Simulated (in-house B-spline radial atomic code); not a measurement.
# Ir⁸⁺: a test of the Gauss points an interval

How far can the Gauss points an interval be changed before the Ir⁸⁺ run goes wrong?

Program: in-house B-spline radial atomic code version 1. Level of theory: non-relativistic PW91, spin-polarised, spherical fractional occupations, point nucleus, basis-set limit. These are calculated values, not measurements, unless marked.

## 1. Starting point

* element: iridium (Z = 77)
* charge: +8
* electrons: 69
* configuration: [Xe] 4f14 5d1
* Hamiltonian: non-relativistic
* nucleus: point

The outer shells:

[Xe] 4f14 5d1
```
[Xe] core
4f [↑↓][↑↓][↑↓][↑↓][↑↓][↑↓][↑↓]
5d [↑ ][  ][  ][  ][  ]
```

Where spins are not typed, each open shell is filled with up spins first.

A run counts as converged when the orbital gradient is under the tolerance times 77 hartree (or under the basis's noise floor) and the energy moved by less than 1e-8 hartree times the root of its size. Energy differences under 5e-05 hartree are noise.

Settings of the run:

```ini
Z = 77
electrons = 69.0
configuration = [Xe] 4f14 5d1
hamiltonian = nr
method = pw91,pw91
spin_polarised = True
knot_spacing = 0.22
spline_order = 8
gauss_points = 12
box_radius = 6.9
max_iterations = 70
damping = 0.5
damped_steps = 3
diis_vectors = 10
tolerance = 1e-08
start = Thomas-Fermi
```

From the earlier run of the reference: total energy -16795.625852 hartree. Levels, eight at most:

```tsv
orbital	occupation	energy (eV)	<r> (bohr)
4d down	5	-416.25	0.4801
4f up	7	-194.69	0.5162
4f down	7	-194.51	0.5155
5s up	1	-194.15	1.035
5s down	1	-193.19	1.034
5p up	3	-164.40	1.104
5p down	3	-163.36	1.103
5d up	1	-115.31	1.296
```

## 2. Gauss points an interval 3

Settings of the run:

```ini
Z = 77
electrons = 69.0
configuration = [Xe] 4f14 5d1
hamiltonian = nr
method = pw91,pw91
spin_polarised = True
knot_spacing = 0.22
spline_order = 8
gauss_points = 3
box_radius = 6.9
max_iterations = 70
damping = 0.5
damped_steps = 3
diis_vectors = 10
tolerance = 1e-08
start = Thomas-Fermi
```

On the command line:

```bash
> python run_scf.py task.json out
```

task.json lists these runs, among others, and the program works through them in turn.

## 3. Gauss points an interval 4

Settings: those of step 2 with these lines changed.

```diff
@@ -8,3 +8,3 @@
 spline_order = 8
-gauss_points = 3
+gauss_points = 4
 box_radius = 6.9
```

## 4. Gauss points an interval 5

Settings: those of step 3 with these lines changed.

```diff
@@ -8,3 +8,3 @@
 spline_order = 8
-gauss_points = 4
+gauss_points = 5
 box_radius = 6.9
```

## 5. Gauss points an interval 6

Settings: those of step 4 with these lines changed.

```diff
@@ -8,3 +8,3 @@
 spline_order = 8
-gauss_points = 5
+gauss_points = 6
 box_radius = 6.9
```

## 6. Gauss points an interval 8

Settings: those of step 5 with these lines changed.

```diff
@@ -8,3 +8,3 @@
 spline_order = 8
-gauss_points = 6
+gauss_points = 8
 box_radius = 6.9
```

## 7. Gauss points an interval 16

Settings: those of step 6 with these lines changed.

```diff
@@ -8,3 +8,3 @@
 spline_order = 8
-gauss_points = 8
+gauss_points = 16
 box_radius = 6.9
```

**Question.** Which of these runs converge to the reference energy, which miss it and by about how much, and which fail?

The runs gave:

| run | outcome | iterations | energy less the reference (hartree) |
| --- | --- | --- | --- |
| reference | converged | 9 | 0 |
| Gauss points an interval 3 | converged | 9 | -2.48e+06 |
| Gauss points an interval 4 | converged | 9 | below noise |
| Gauss points an interval 5 | converged | 9 | below noise |
| Gauss points an interval 6 | converged | 9 | below noise |
| Gauss points an interval 8 | converged | 9 | below noise |
| Gauss points an interval 16 | converged | 9 | below noise |

Of 6 changed inputs, 5 gave the reference energy within 5e-05 hartree and 1 converged to another value. The worst converged miss is -2.48e+06 hartree (Gauss points an interval 3): the integrals are too coarse. An energy below the reference is possible because too few quadrature points break the variational bound.
